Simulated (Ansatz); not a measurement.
Crystal: Zr3S2.

```xyz
5
Lattice="2.9025 1.6758 3.4878 -2.9025 1.6758 3.4878 0.0000 -3.3516 3.4878" Properties=species:S:1:pos:R:3 pbc="T T T"
Zr    0.9832    1.7029    5.2317
Zr    0.9832   -1.7029    5.2317
Zr   -1.9663    0.0000    5.2317
S     0.0000    0.0000    6.9583
S     0.0000    0.0000    3.5050
```

The cell comes from a database or a generator and needn't be the stable form of this composition.

Base run:

- Program: Ansatz 0.2.0
- Functional: LDA
- Potentials or basis: Ansatz PAW
- Cutoff: 420 eV
- Density cutoff: 1680 eV
- k mesh: 6 × 6 × 6
- Occupations: fermi-dirac, width 0.05 eV
- Spin: no spin polarisation

Its results: band gap on the k mesh none (metal or under the smearing width); pressure -7.6 GPa; largest force 0.167 eV/Å.

Question: After a change of settings the same cell gave: band gap on the k mesh none (metal or under the smearing width); pressure -5.1 GPa; largest force 0.133 eV/Å. Which change was it?
A. functional from LDA to r2SCAN; cutoff from 420 eV to 500 eV; density cutoff from 1680 eV to 2000 eV
B. functional from LDA to PBEsol
C. functional from LDA to PBE

Answer: B.

PBEsol binds less tightly than LDA, so the same cell stands under more pressure.

Caveats: the PAW data sets come from PBE, with cores solved anew for the run's functional, which leaves a small shift of forces and pressure.

Not every run made on this cell is shown here.
